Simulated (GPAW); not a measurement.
Crystal: DyAgB4F16.

```
CELL_PARAMETERS angstrom
5.40539 -0.12478 -0.02960
0.15132 6.87214 0.16225
0.52959 1.25889 9.42097
ATOMIC_POSITIONS crystal
Dy 0.51926 0.02752 0.47238
Ag 0.00308 0.96247 0.98684
B 0.98119 0.21513 0.31959
B 0.55178 0.22688 0.79930
B 0.47337 0.81347 0.22481
B 0.99486 0.73882 0.66272
F 0.19674 0.24063 0.39809
F 0.91781 0.00730 0.35012
F 0.01586 0.28058 0.17896
F 0.77162 0.30239 0.38449
F 0.47614 0.41013 0.81522
F 0.80733 0.19785 0.81155
F 0.42093 0.07423 0.88754
F 0.50163 0.19842 0.64733
F 0.25481 0.75420 0.17645
F 0.46718 0.02640 0.22928
F 0.49267 0.73816 0.37648
F 0.68047 0.76644 0.14835
F 0.00443 0.57478 0.60200
F 0.19811 0.87672 0.59928
F 0.00419 0.71679 0.80764
F 0.76655 0.85071 0.62158
```

The cell was built by a generator and needn't be a form met in nature.

Base run:

```yaml
Program: GPAW 26.7.0
Functional: PBE
Potentials_or_basis: GPAW PAW data sets (gpaw-data 1.2.1)
Cutoff: 800 eV
Basis: pw
k_mesh: 4 × 3 × 2
Occupations: fermi-dirac, width 0.05 eV
Spin: collinear spin, ferromagnetic start
Starting_moments: "[5.0, 0.0, 0.0, 0.0, 0.0, 0.0, 0.0, 0.0, 0.0, 0.0, 0.0, 0.0, 0.0, 0.0, 0.0, 0.0, 0.0, 0.0, 0.0, 0.0, 0.0, 0.0] μB"
```

Its results: band gap on the k mesh 0.09 eV, direct; pressure -0.6 GPa; largest force 0.342 eV/Å.

**Question.** The run is repeated on the same cell with these changes: spin from collinear spin, ferromagnetic start to no spin polarisation. What comes out?

**Answer.** Band gap on the k mesh none (metal or under the smearing width); pressure -0.4 GPa; largest force 0.742 eV/Å.

Caveats: one-centre terms of the f shell are cut off; without U or exact exchange the open f shell lies at the Fermi level, which spoils levels, moments and volumes; the magnetic or orbital state may not be the lowest (some runs); spin-orbit coupling is left out, which moves the levels of the heavy elements (some runs); an odd mesh through Γ misses points on the zone boundary, where band edges often lie (some runs); an odd number of electrons without spin polarisation forces a metal (some runs); a magnetic or distorted state may lie lower (some runs).
